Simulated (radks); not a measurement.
# Sb⁻ inside a hard spherical wall

One table from this session's results is given with a row withheld; the runs are named, their logs left out.

The numbers are computed with radks (a radial shooting solver on a logarithmic mesh, Libxc functionals) version 1 (scalar-relativistic Kohn-Sham, PBE, spin-polarised, spherical densities, point nucleus; open shells are filled with parallel spins first), except any that are marked as measured or tabulated.

## Starting point

* element: antimony (Z = 51)
* charge: -1
* electrons: 52
* configuration: [Kr] 4d10 5s2 5p4

Outer shells as boxes (Hund's rule):

Sb⁻
```
[Kr] core
4d [↑↓][↑↓][↑↓][↑↓][↑↓]
5s [↑↓]
5p [↑↓][↑ ][↑ ]
```

The first run:

Input:

```text
Z 51
configuration [Kr] 4d10 5s2 5p4 6s0 4f0 5d0
relativity scalar-relativistic
functional pbe,pbe
spin polarised
nucleus point
wall 15 bohr
c 137.035999084
```

Run with:

```sh
python run_ks.py task.json out
```

All runs below come from this command, one after another.

Among the steps run: Wall at 15 bohr; Wall at 12 bohr; Wall at 10 bohr; Wall at 8 bohr; Wall at 7 bohr; Wall at 6 bohr; Wall at 5 bohr; Wall at 4 bohr; Wall at 3.5 bohr; Wall at 2 bohr.

One of the session's tables, all rows but one given; the rest of the session is left out.

| R (bohr) | E − E(widest) (eV) | ε(5p) (eV) | ε(6s, empty) (eV) | ε(5d, empty) (eV) | ε(4f, empty) (eV) |
| --- | --- | --- | --- | --- | --- |
| 15 | 0.000 | 0.514 | 2.625 | 3.717 | 4.696 |
| 12 | 0.036 | 0.636 | 3.304 | 4.769 | 6.412 |
| 10 | 0.135 | 0.847 | 4.236 | 5.865 | 8.357 |
| 8 | 0.562 | 1.410 | 6.343 | 7.694 | 11.619 |
| 7 | ? | ? | ? | ? | ? |
| 6 | 3.005 | 3.290 | 12.711 | 11.832 | 17.957 |
| 5 | 8.068 | 5.932 | 21.283 | 16.651 | 23.919 |
| 4 | 24.948 | 12.318 | 41.281 | 27.194 | 34.296 |
| 3.5 | 47.145 | 19.045 | 61.534 | 37.601 | 42.610 |
| 2 | 572.22 | 124.08 | 321.31 | 170.28 | 113.53 |

**Question.** Estimate the row for R (bohr) = 7.

Worked estimate for «E − E(widest) (eV)». A straight line through the neighbours (8, 0.562) and (6, 3.005) gives 0.562 + (3.005 − 0.562) × (7 − 8) / (6 − 8) = 1.783; a parabola fitted to 4 rows on both sides gives 1.392.

**Answer.** E − E(widest) (eV): 1.247; ε(5p) (eV): 2.050; ε(6s, empty) (eV): 8.562; ε(5d, empty) (eV): 9.257; ε(4f, empty) (eV): 14.191. In «E − E(widest) (eV)» the line misses by +0.536 and the parabola by +0.145.

From R = 15 bohr inwards the highest occupied level lies above zero, in an anion first from self-interaction, then from the wall. Shells are not refilled when levels cross, and a hard wall is a model, not a crystal.
